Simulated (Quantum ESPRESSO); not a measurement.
Set up this calculation in Quantum ESPRESSO 7.5, as the native input.

| Property | Result |
| --- | --- |
| Task | single point |
| Functional | PBEsol |
| Potentials or basis | PseudoDojo 0.4.1 SR PBEsol standard |
| Cutoff | 1333 eV |
| Density cutoff | 5333 eV |
| k mesh | 16 × 16 × 16 |
| Occupations | methfessel-paxton, width 0.1 eV |
| Spin | no spin polarisation |
| Mixing beta | 0.5 |
| Most SCF iterations | 120 |
| SCF threshold | 6e-10 Ry |

Si2Ni:

```
CELL_PARAMETERS angstrom
0.00000 2.69738 2.69738
2.69738 0.00000 2.69738
2.69738 2.69738 0.00000
ATOMIC_POSITIONS crystal
Ni 0.00000 0.00000 0.00000
Si 0.25000 0.25000 0.25000
Si 0.75000 0.75000 0.75000
```

The cell was built by a generator and needn't be a form met in nature.

These files were run (other wordings do the same):

pw.in

```
&CONTROL
  calculation = 'scf'
  prefix = 'pwscf'
  outdir = './tmp'
  pseudo_dir = './pseudo'
  tprnfor = .true.
  tstress = .true.
  disk_io = 'nowf'
/
&SYSTEM
  ibrav = 0
  nat = 3
  ntyp = 2
  ecutwfc = 98
  nbnd = 20
  occupations = 'smearing'
  smearing = 'mp'
  degauss = 0.00734986
/
&ELECTRONS
  conv_thr = 6d-10
  electron_maxstep = 120
  mixing_beta = 0.5
/
ATOMIC_SPECIES
Ni    58.6934 Ni.upf
Si    28.0850 Si.upf
CELL_PARAMETERS angstrom
   0.0000000000    2.6973777600    2.6973777600
   2.6973777600    0.0000000000    2.6973777600
   2.6973777600    2.6973777600    0.0000000000
ATOMIC_POSITIONS crystal
Ni     0.0000000000    0.0000000000    0.0000000000
Si     0.2500000000    0.2500000000    0.2500000000
Si     0.7500000000    0.7500000000    0.7500000000
K_POINTS automatic
16 16 16 0 0 0
```

Potentials or basis: PseudoDojo 0.4.1 SR PBEsol standard.

The run is started by

```bash
$ OMP_NUM_THREADS=1 pw.x -in pw.in > pw.out
```

Results of the run:

```json
{"Pressure": "-0.5 GPa", "Band gap on the k mesh": "none (metal or under the smearing width)"}
```

It took 3.9 min on 1 thread of Arm Neoverse V1, on a shared host, peak memory 0.25 GiB.
